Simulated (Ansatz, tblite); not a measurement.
**The cluster Cd8Te9−: rung by rung**

Aim: run the doublet of the cluster Cd8Te9− at one geometry on many levels, and compare frontier levels, spin and run time.

Method: as each input shows; program: Ansatz 0.2.0, Gaussian basis.

Levels to be run: GFN1-xTB, GFN2-xTB, PBE-D4/def2-SVP, r2SCAN-D4/def2-SVP, BLYP-D4/def2-SVP, r2SCAN-D4/def2-mTZVP.

7 further runs of the same task are left out: 6 for a known fault of the program, 1 that didn't finish.

### Step 1. The structure

The geometry is that of the doublet, from an earlier relaxation (PBE-D4/def2-SVP). At that level it is the lowest of the isomers that a small search found.

17 atoms, charge -1, spin multiplicity 2.

Bond lengths: Cd1–Te10 2.702 Å, Cd1–Te13 3.371 Å, Cd1–Te16 2.690 Å, Cd2–Te11 2.844 Å, Cd3–Te12 2.685 Å, Cd3–Te15 2.671 Å, Cd4–Te10 2.736 Å, Cd4–Te13 3.037 Å, Cd4–Te14 2.698 Å, Cd5–Te11 2.701 Å, Cd5–Te14 2.689 Å, Cd6–Te9 2.933 Å, Cd6–Te13 3.070 Å, Cd6–Te15 2.948 Å, Cd6–Te16 2.716 Å, Cd7–Te12 2.702 Å, Cd7–Te17 2.649 Å, Cd8–Te9 2.841 Å and more. Angles: Te10–Cd1–Te13 79.3°, Te10–Cd1–Te16 172.0°, Te13–Cd1–Te16 107.5°, Te12–Cd3–Te15 163.7°, Te10–Cd4–Te13 85.1°, Te10–Cd4–Te14 162.4°, Te13–Cd4–Te14 112.4°, Te11–Cd5–Te14 160.8°, Te9–Cd6–Te13 57.3°, Te9–Cd6–Te15 95.3°, Te9–Cd6–Te16 140.4°, Te13–Cd6–Te15 85.9°, Te13–Cd6–Te16 115.8°, Te15–Cd6–Te16 124.0°, Te12–Cd7–Te17 167.6°, Te9–Cd8–Te15 99.2°, Te9–Cd8–Te17 121.6°, Te15–Cd8–Te17 136.9° and more.

Cd, Te take a core potential in the def2 sets. No spin-orbit coupling is included. The ion is computed in the gas phase, without counter-ions or solvent.

PBE0-D4/def2-SVP was run before; its log isn't repeated, and its numbers join the tables.

### Step 2. GFN1-xTB

Tight binding, by tblite at 300 K electronic temperature and without a spin-polarisation term:

```python
tblite.interface.Calculator('GFN1-xTB', numbers, positions, charge=-1, uhf=1).singlepoint()
```

Energy -1129.9674 eV; 0.064 s.

### Step 3. GFN2-xTB

Tight binding, by tblite at 300 K electronic temperature and without a spin-polarisation term:

```python
tblite.interface.Calculator('GFN2-xTB', numbers, positions, charge=-1, uhf=1).singlepoint()
```

Energy -901.1058 eV; 0.17 s.

### Step 4. PBE-D4/def2-SVP

start.molden holds the orbitals of an earlier run on this state, given as this run's starting guess.

Contents of in.yaml:

```yaml
crystal:
  periodic: [false, false, false]
  atoms:
    - {symbol: Cd, position_ang: [3.176997, -2.490965, -0.311052]}
    - {symbol: Cd, position_ang: [2.574226, 6.614378, 1.250855]}
    - {symbol: Cd, position_ang: [-3.580656, -3.530712, 0.913205]}
    - {symbol: Cd, position_ang: [4.364059, 0.688695, -0.482313]}
    - {symbol: Cd, position_ang: [2.189059, 3.366970, -0.738945]}
    - {symbol: Cd, position_ang: [0.013252, -1.759824, -0.679797]}
    - {symbol: Cd, position_ang: [-5.900104, -1.538219, -0.053440]}
    - {symbol: Cd, position_ang: [-2.702333, 0.150042, 0.588347]}
    - {symbol: Te, position_ang: [-0.453511, 1.131003, -0.843976]}
    - {symbol: Te, position_ang: [5.213639, -1.389075, 1.082004]}
    - {symbol: Te, position_ang: [0.433600, 4.821960, 0.708262]}
    - {symbol: Te, position_ang: [-5.995976, -4.238724, -0.021459]}
    - {symbol: Te, position_ang: [1.683955, 0.283727, 0.887724]}
    - {symbol: Te, position_ang: [4.319242, 2.726371, -2.250382]}
    - {symbol: Te, position_ang: [-1.493147, -2.136616, 1.826243]}
    - {symbol: Te, position_ang: [1.413255, -3.728587, -1.921477]}
    - {symbol: Te, position_ang: [-5.255540, 1.029606, 0.046201]}
basis:
  gaussian: {orbitals: def2-SVP, fitting: {mean_field: def2-universal-jkfit}, initial_orbitals: start.molden}
total_charge: -1
magnetization: {spin_polarized: true, initial_magnetization: 1}
hamiltonian: {xc: pbe, dispersion: d4}
scf: {omitted_lower_state_checks: [starts]}
output: {forces: true, orbitals: {seedname: orbitals}}
```

Command:

```sh
$ ansatz run in.yaml --threads 2 --pin off --events-out ev --progress --plain --max-ram 22528MiB --backend cuda --devices 0, --max-vram 18GiB
```

After this run come: r2SCAN-D4/def2-SVP; BLYP-D4/def2-SVP; r2SCAN-D4/def2-mTZVP.

Q: Predict the results of all the runs planned. Wanted: gap in def2-SVP, named functionals, smallest and largest; ⟨S²⟩ in def2-SVP, named functionals, smallest and largest.

The runs gave:

```
                                                 quantity                                 value
 gap in def2-SVP, named functionals, smallest and largest  0.47 eV (BLYP-D4), 2.14 eV (PBE0-D4)
⟨S²⟩ in def2-SVP, named functionals, smallest and largest                          0.752, 0.759
```

Orbital gaps of the named functionals in def2-SVP span 0.47 eV (BLYP-D4) to 2.14 eV (PBE0-D4); exact exchange widens it. Over the named functionals in def2-SVP spin contamination reaches 0.01 (r2SCAN-D4), which is small.
